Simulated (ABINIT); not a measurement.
# SiO (Pm-3m) in ABINIT: a series of runs

The runs below take SiO through equation of state, with PBE+D3(BJ), PBE+D2.

All numbers are computed with ABINIT 10.8.3 (patched build); they aren't measurements. Logs are shortened: lines on timing, memory, paths and dates and some standing lists are left out, and cuts for length are marked. The log counts tension as positive stress, the text compression.

**1. The crystal as given**

It takes space group Pm-3m (No. 221, cubic). Conventional cell: a = 2.807 Å, b = 2.807 Å, c = 2.807 Å, α = 90.00°, β = 90.00°, γ = 90.00°. Around Si (site symmetry m-3m) lie 8 O at 2.43 Å. O (site symmetry m-3m) has 8 Si at 2.43 Å as nearest neighbours.

The cell was built by a generator and needn't be a form met in nature.

**2. Equation of state, PBE+D3(BJ)**

run.abi reads:

```
# Datasets: one volume each
ndtset 7
getwfk -1
scalecart1 3*0.9795861087
scalecart2 3*0.9864848297
scalecart3 3*0.9932883884
scalecart4 3*1.0000000000
scalecart5 3*1.0066227096
scalecart6 3*1.0131594038
scalecart7 3*1.0196128224

# Pseudopotentials
pp_dirpath "./"
pseudos "Si.GGA_PBE-JTH.xml, O.GGA_PBE-JTH.xml"

# Structure
acell 3*1.0 Angstrom
rprim
     2.8069700000     0.0000000000     0.0000000000
     0.0000000000     2.8069700000     0.0000000000
     0.0000000000     0.0000000000     2.8069700000
ntypat 2
znucl 14 8
natom 2
typat 1 2
xred
     0.0000000000     0.0000000000     0.0000000000
     0.5000000000     0.5000000000     0.5000000000

# Plane-wave basis
ecut 23.0
pawecutdg 45.0
pawxcdev 0

# k points
kptopt 1
ngkpt 9 9 9
nshiftk 1
shiftk 0.0 0.0 0.0

# Exchange and correlation
ixc 11
vdw_xc 7

# Bands and occupations
nband 9
occopt 3
tsmear 0.00183747

# SCF cycle
nstep 100
tolvrs 1.0e-9

# Output
iomode 3
prtwf 1
prtden 0
prteig 0
prtebands 0
enunit 1
```

Potentials or basis: JTH PAW PBE v2.0.

Run with:

```bash
$ abinit run.abi > log 2>&1
```

run.abo:

```text
.Version 10.8.3 of ABINIT
 DATASET    1 : space group Pm -3 m (#221); Bravais cP (primitive cubic)
================================================================================
 Values of the parameters that define the memory need for DATASET  1.
     intxc =       0    ionmov =       0      iscf =      17    lmnmax =       8
     lnmax =       4     mgfft =      24  mpssoang =       2    mqgrid =    3001
     natom =       2  nloc_mem =       2    nspden =       1   nspinor =       1
    nsppol =       1      nsym =      48    n1xccc =       1    ntypat =       2
    occopt =       3   xclevel =       2
       mpw =         748          nfft =       13824          nkpt =          35
 PAW method is used; the additional fine FFT grid is defined by:
   mgfftf=        32    nfftf =     32768
================================================================================
================================================================================
[... 71 lines left out ...]
 DATASET    7 : space group Pm -3 m (#221); Bravais cP (primitive cubic)
================================================================================
 Values of the parameters that define the memory need for DATASET  7.
     intxc =       0    ionmov =       0      iscf =      17    lmnmax =       8
     lnmax =       4     mgfft =      24  mpssoang =       2    mqgrid =    3001
     natom =       2  nloc_mem =       2    nspden =       1   nspinor =       1
    nsppol =       1      nsym =      48    n1xccc =       1    ntypat =       2
    occopt =       3   xclevel =       2
       mpw =         855          nfft =       13824          nkpt =          35
 PAW method is used; the additional fine FFT grid is defined by:
   mgfftf=        36    nfftf =     46656
================================================================================
================================================================================

--------------------------------------------------------------------------------
------------- Echo of variables that govern the present computation ------------
--------------------------------------------------------------------------------
 -outvars: echo values of preprocessed input variables --------
            acell      1.8897261259E+00  1.8897261259E+00  1.8897261259E+00 Bohr
              amu      2.80855000E+01  1.59994000E+01
             ecut      2.30000000E+01 Hartree
           enunit           1
           getwfk          -1
              ixc          11
           jdtset        1    2    3    4    5    6    7
         kptrlatt        9    0    0      0    9    0      0    0    9
          kptrlen1     4.67650891E+01
          kptrlen2     4.70944315E+01
          kptrlen3     4.74192310E+01
          kptrlen4     4.77396409E+01
          kptrlen5     4.80558067E+01
          kptrlen6     4.83678661E+01
          kptrlen7     4.86759500E+01
            natom           2
            nband           9
           ndtset           7
            ngfft          24      24      24
          ngfftdg1         32      32      32
          ngfftdg2         32      32      32
          ngfftdg3         32      32      32
          ngfftdg4         36      36      36
          ngfftdg5         36      36      36
          ngfftdg6         36      36      36
          ngfftdg7         36      36      36
             nkpt          35
            nstep         100
             nsym          48
           ntypat           2
           occopt           3
        pawecutdg      4.50000000E+01 Hartree
         pawxcdev           0
           prtden           0
        prtebands           0
           prteig           0
            rprim1     2.7496688195E+00  0.0000000000E+00  0.0000000000E+00
                       0.0000000000E+00  2.7496688195E+00  0.0000000000E+00
                       0.0000000000E+00  0.0000000000E+00  2.7496688195E+00
            rprim2     2.7690333224E+00  0.0000000000E+00  0.0000000000E+00
                       0.0000000000E+00  2.7690333224E+00  0.0000000000E+00
                       0.0000000000E+00  0.0000000000E+00  2.7690333224E+00
            rprim3     2.7881307076E+00  0.0000000000E+00  0.0000000000E+00
                       0.0000000000E+00  2.7881307076E+00  0.0000000000E+00
                       0.0000000000E+00  0.0000000000E+00  2.7881307076E+00
            rprim4     2.8069700000E+00  0.0000000000E+00  0.0000000000E+00
                       0.0000000000E+00  2.8069700000E+00  0.0000000000E+00
                       0.0000000000E+00  0.0000000000E+00  2.8069700000E+00
            rprim5     2.8255597472E+00  0.0000000000E+00  0.0000000000E+00
                       0.0000000000E+00  2.8255597472E+00  0.0000000000E+00
                       0.0000000000E+00  0.0000000000E+00  2.8255597472E+00
            rprim6     2.8439080517E+00  0.0000000000E+00  0.0000000000E+00
                       0.0000000000E+00  2.8439080517E+00  0.0000000000E+00
                       0.0000000000E+00  0.0000000000E+00  2.8439080517E+00
            rprim7     2.8620226041E+00  0.0000000000E+00  0.0000000000E+00
                       0.0000000000E+00  2.8620226041E+00  0.0000000000E+00
                       0.0000000000E+00  0.0000000000E+00  2.8620226041E+00
          spgroup         221
           tolvrs      1.00000000E-09
           tsmear      1.83747000E-03 Hartree
            typat      1  2
           useylm           1
           vdw_xc           7
           xangst1     0.0000000000E+00  0.0000000000E+00  0.0000000000E+00
                       1.3748344098E+00  1.3748344098E+00  1.3748344098E+00
           xangst2     0.0000000000E+00  0.0000000000E+00  0.0000000000E+00
                       1.3845166612E+00  1.3845166612E+00  1.3845166612E+00
           xangst3     0.0000000000E+00  0.0000000000E+00  0.0000000000E+00
                       1.3940653538E+00  1.3940653538E+00  1.3940653538E+00
           xangst4     0.0000000000E+00  0.0000000000E+00  0.0000000000E+00
                       1.4034850000E+00  1.4034850000E+00  1.4034850000E+00
           xangst5     0.0000000000E+00  0.0000000000E+00  0.0000000000E+00
                       1.4127798736E+00  1.4127798736E+00  1.4127798736E+00
           xangst6     0.0000000000E+00  0.0000000000E+00  0.0000000000E+00
                       1.4219540258E+00  1.4219540258E+00  1.4219540258E+00
           xangst7     0.0000000000E+00  0.0000000000E+00  0.0000000000E+00
                       1.4310113020E+00  1.4310113020E+00  1.4310113020E+00
            xcart1     0.0000000000E+00  0.0000000000E+00  0.0000000000E+00
                       2.5980605029E+00  2.5980605029E+00  2.5980605029E+00
            xcart2     0.0000000000E+00  0.0000000000E+00  0.0000000000E+00
                       2.6163573064E+00  2.6163573064E+00  2.6163573064E+00
            xcart3     0.0000000000E+00  0.0000000000E+00  0.0000000000E+00
                       2.6344017203E+00  2.6344017203E+00  2.6344017203E+00
            xcart4     0.0000000000E+00  0.0000000000E+00  0.0000000000E+00
                       2.6522022718E+00  2.6522022718E+00  2.6522022718E+00
            xcart5     0.0000000000E+00  0.0000000000E+00  0.0000000000E+00
                       2.6697670373E+00  2.6697670373E+00  2.6697670373E+00
            xcart6     0.0000000000E+00  0.0000000000E+00  0.0000000000E+00
                       2.6871036725E+00  2.6871036725E+00  2.6871036725E+00
            xcart7     0.0000000000E+00  0.0000000000E+00  0.0000000000E+00
                       2.7042194439E+00  2.7042194439E+00  2.7042194439E+00
             xred      0.0000000000E+00  0.0000000000E+00  0.0000000000E+00
                       5.0000000000E-01  5.0000000000E-01  5.0000000000E-01
            znucl       14.00000    8.00000

================================================================================

 chkinp: Checking input parameters for consistency, jdtset=   1.

 chkinp: Checking input parameters for consistency, jdtset=   2.
[... 40 lines left out ...]
 getcut: wavevector=  0.0000  0.0000  0.0000  ngfft=  32  32  32
         ecut(hartree)=     45.000   => boxcut(ratio)=   2.03939

--- Pseudopotential description ------------------------------------------------
- pspini: atom type   1  psp file is ./Si.GGA_PBE-JTH.xml
 Pseudopotential format is: paw10
 basis_size (lnmax)=  4 (lmn_size=  8), orbitals=   0   0   1   1
 Spheres core radius: rc_sph= 1.90944987
 Shapefunction is BESSEL type: shapef(r,l)=aa(1,l)*jl(q(1,l)*r)+aa(2,l)*jl(q(2,l)*r)
 Radius for shape functions =  1.60149249
 Compensation charge density is not taken into account in XC energy/potential

- pspini: atom type   2  psp file is ./O.GGA_PBE-JTH.xml
 Pseudopotential format is: paw10
 basis_size (lnmax)=  4 (lmn_size=  8), orbitals=   0   0   1   1
 Spheres core radius: rc_sph= 1.41465230
 Shapefunction is SIN type: shapef(r)=[sin(pi*r/rshp)/(pi*r/rshp)]**2
 Radius for shape functions =  1.20231231
 Compensation charge density is not taken into account in XC energy/potential

   9.32418002E+01                                ecore*ucvol(ha*bohr**3)
--------------------------------------------------------------------------------

================================================================================

--- !BeginCycle
iteration_state: {dtset: 1, }
solver: {iscf: 17, nstep: 100, nline: 4, wfoptalg: 10, }
tolerances: {tolvrs: 1.00E-09, }
...
[... 1262 lines left out ...]
-Cartesian components of stress tensor (GPa)         [Pressure= -5.6615E-02 GPa]
- sigma(1 1)=  5.66151978E-02  sigma(3 2)=  0.00000000E+00
- sigma(2 2)=  5.66151978E-02  sigma(3 1)=  0.00000000E+00
- sigma(3 3)=  5.66151978E-02  sigma(2 1)=  0.00000000E+00

== END DATASET(S) ==============================================================
================================================================================

 -outvars: echo values of variables after computation  --------
            acell      1.8897261259E+00  1.8897261259E+00  1.8897261259E+00 Bohr
           etotal1    -2.0075499929E+01
           etotal2    -2.0075848418E+01
           etotal3    -2.0075938019E+01
           etotal4    -2.0075819684E+01
           etotal5    -2.0075550585E+01
           etotal6    -2.0075152944E+01
           etotal7    -2.0074866930E+01
            fcart1    -0.0000000000E+00 -0.0000000000E+00 -0.0000000000E+00
                      -0.0000000000E+00 -0.0000000000E+00 -0.0000000000E+00
            fcart2    -0.0000000000E+00 -0.0000000000E+00 -0.0000000000E+00
                      -0.0000000000E+00 -0.0000000000E+00 -0.0000000000E+00
            fcart3    -0.0000000000E+00 -0.0000000000E+00 -0.0000000000E+00
                      -0.0000000000E+00 -0.0000000000E+00 -0.0000000000E+00
            fcart4    -0.0000000000E+00 -0.0000000000E+00 -0.0000000000E+00
                      -0.0000000000E+00 -0.0000000000E+00 -0.0000000000E+00
            fcart5    -0.0000000000E+00 -0.0000000000E+00 -0.0000000000E+00
                      -0.0000000000E+00 -0.0000000000E+00 -0.0000000000E+00
[... 38 lines left out ...]
                       0.0000000000E+00  0.0000000000E+00  0.0000000000E+00
           xangst1     0.0000000000E+00  0.0000000000E+00  0.0000000000E+00
                       1.3748344098E+00  1.3748344098E+00  1.3748344098E+00
           xangst2     0.0000000000E+00  0.0000000000E+00  0.0000000000E+00
                       1.3845166612E+00  1.3845166612E+00  1.3845166612E+00
           xangst3     0.0000000000E+00  0.0000000000E+00  0.0000000000E+00
                       1.3940653538E+00  1.3940653538E+00  1.3940653538E+00
           xangst4     0.0000000000E+00  0.0000000000E+00  0.0000000000E+00
                       1.4034850000E+00  1.4034850000E+00  1.4034850000E+00
           xangst5     0.0000000000E+00  0.0000000000E+00  0.0000000000E+00
                       1.4127798736E+00  1.4127798736E+00  1.4127798736E+00
           xangst6     0.0000000000E+00  0.0000000000E+00  0.0000000000E+00
                       1.4219540258E+00  1.4219540258E+00  1.4219540258E+00
           xangst7     0.0000000000E+00  0.0000000000E+00  0.0000000000E+00
                       1.4310113020E+00  1.4310113020E+00  1.4310113020E+00
             xred      0.0000000000E+00  0.0000000000E+00  0.0000000000E+00
                       5.0000000000E-01  5.0000000000E-01  5.0000000000E-01
 Calculation completed.
```

Run time: 24 s. Hardware: 1 thread of AMD EPYC 9R45 (Zen 5), shared host; peak memory 0.13 GiB.

Results:

* Equilibrium volume: 10.79 Å³/atom (rough: see the caveat)
* Bulk modulus: 110 GPa (rough)

Energy against volume, from the lowest point:
| volume (Å³/atom) | energy (meV/atom) |
| --- | --- |
| 10.395 | 5.96 |
| 10.616 | 1.22 |
| 10.837 | 0.00 |
| 11.058 | 1.61 |
| 11.279 | 5.27 |
| 11.500 | 10.68 |
| 11.722 | 14.57 |

Caveat: pressures at fixed basis lie under the slope of the energies; the fit is doubtful: noisy points or a state that changes with volume.

**3. Equation of state, PBE+D2**

run.abi: that of step 2 with these lines changed.

```diff
@@ -42,3 +42,3 @@
 ixc 11
-vdw_xc 7
+vdw_xc 5
```

Potentials or basis: JTH PAW PBE v2.0.

Run with:

```bash
$ abinit run.abi > log 2>&1
```

It took 23 s on 1 thread of AMD EPYC 9R45 (Zen 5), shared host; peak memory 0.13 GiB.

Results (log left out):

| Item | Value |
| --- | --- |
| Equilibrium volume | 10.80 Å³/atom |
| Bulk modulus | 133 GPa |
| Pressure derivative of the bulk modulus | 4.0 (rough: it moves with the points fitted) |

Energy against volume, from the lowest point:
```tsv
volume (Å³/atom)	energy (meV/atom)
10.395	6.83
10.616	1.42
10.837	0.00
11.058	2.36
11.279	8.02
11.500	16.70
11.722	28.09
```

Caveat: pressures at fixed basis lie under the slope of the energies.
